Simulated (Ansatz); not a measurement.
# ClFH₇NSi (built from SMILES F.N.[SiH3]Cl): search for a transition state

Wanted: the transition state of a ligand exchange through a proton shuttle (form Si1–F7, H6–N9, H2–H8 and break Si1–H2, H6–F7, H8–N9). The guess is relaxed with those distances held, a saddle search follows, and vibrations and two downhill relaxations check it.

Method: PBE0-D4, def2-SVP first, then def2-TZVP; program: Ansatz 0.2.0, Gaussian basis.

190 further runs of the same task are left out: 190 set aside as unsound or not needed.

**1. Where the work starts**

The guess: 11 atoms, charge 0, spin multiplicity 1.

Atoms are counted from 1 here; the program's logs count them from 0.

Bond lengths: Si1–H2 1.619 Å, Si1–H3 1.450 Å, Si1–H4 1.450 Å, Si1–Cl5 2.154 Å, Si1–F7 1.763 Å, H6–N9 1.027 Å, H8–N9 1.212 Å, N9–H10 1.015 Å, N9–H11 1.015 Å. Angles: H2–Si1–H3 114.6°, H2–Si1–H4 115.1°, H2–Si1–Cl5 87.9°, H2–Si1–F7 82.3°, H3–Si1–H4 129.6°, H3–Si1–Cl5 94.6°, H3–Si1–F7 89.5°, H4–Si1–Cl5 94.7°, H4–Si1–F7 89.5°, Cl5–Si1–F7 170.2°, H6–N9–H8 98.0°, H6–N9–H10 111.3°, H6–N9–H11 111.3°, H8–N9–H10 112.0°, H8–N9–H11 111.6°, H10–N9–H11 111.8°.

As a file:

```xyz
11
ClFH7NSi
Si   -0.0624    1.4089   -0.7388
H    -0.7473   -0.0454   -0.5441
H     1.0210    1.4427   -1.7021
H    -0.4948    2.4233    0.2027
Cl   -1.5960    1.8477   -2.1869
H     0.9049   -0.9618    1.1996
F     1.0553    0.7829    0.4718
H    -0.4165   -0.9342    0.1400
N     0.1733   -1.6324    0.9357
H    -0.4074   -1.8775    1.7312
H     0.5699   -2.4542    0.4909
```

Distances that are to change: Si1–F7 1.76 Å, H6–N9 1.03 Å, H2–H8 1.17 Å, Si1–H2 1.62 Å, H6–F7 1.90 Å, H8–N9 1.21 Å.

**2. Relaxing the guess with the reacting distances held**

Input file hold/in.yaml:

```yaml
crystal:
  periodic: [false, false, false]
  atoms:
    - {symbol: Si, position_ang: [-0.062400, 1.408900, -0.738800]}
    - {symbol: H, position_ang: [-0.747300, -0.045400, -0.544100]}
    - {symbol: H, position_ang: [1.021000, 1.442700, -1.702100]}
    - {symbol: H, position_ang: [-0.494800, 2.423300, 0.202700]}
    - {symbol: Cl, position_ang: [-1.596000, 1.847700, -2.186900]}
    - {symbol: H, position_ang: [0.904900, -0.961800, 1.199600]}
    - {symbol: F, position_ang: [1.055300, 0.782900, 0.471800]}
    - {symbol: H, position_ang: [-0.416500, -0.934200, 0.140000]}
    - {symbol: N, position_ang: [0.173300, -1.632400, 0.935700]}
    - {symbol: H, position_ang: [-0.407400, -1.877500, 1.731200]}
    - {symbol: H, position_ang: [0.569900, -2.454200, 0.490900]}
basis:
  gaussian: {orbitals: def2-SVP}
hamiltonian: {xc: pbe0, dispersion: d4}
relax: {f_tol: 0.04, max_steps: 150, escape_saddle: false, constraints: [{distance: [0, 6]}, {distance: [5, 8]}, {distance: [1, 7]}, {distance: [0, 1]}, {distance: [5, 6]}, {distance: [7, 8]}]}
```

Command:

```sh
> ansatz run in.yaml --threads 4 --pin off --events-out ev --progress --plain --max-ram 9574MiB
```

Further steps of the session: A starting Hessian; Saddle search in the small basis; Saddle search in triple zeta; Checking the order of the point; Relaxing after a step of 0.30 Å one way along the mode; Relaxing after a step of 0.30 Å the other way along the mode.

What does the calculation give? Wanted: imaginary mode; barrier from the start side; barrier from the end side; energy of the step; pairs that change; zero-point energy at the saddle.

The runs gave:

| quantity | value |
| --- | --- |
| imaginary mode | 349i cm⁻¹ |
| barrier from the start side | 76.1 kJ/mol |
| barrier from the end side | 130.8 kJ/mol |
| energy of the step | -54.6 kJ/mol |
| pairs that change | Si1–F7 formed, H2–H8 formed, H6–N9 formed, Si1–H2 broken, H6–F7 broken, H8–N9 broken |
| zero-point energy at the saddle | 2.043 eV |

**Reading.** The point has a single imaginary mode (349i cm⁻¹), as a transition state must. It joins the planned start and end. At PBE0-D4/def2-TZVP the electronic barrier is 76.1 kJ/mol, about 31 kT at 298 K, and the step runs 54.6 kJ/mol downhill. A step off the saddle overshot and began above it in energy, so the link to its end is likely but not proven. The ends are the nearest minima, not always the lowest complexes.
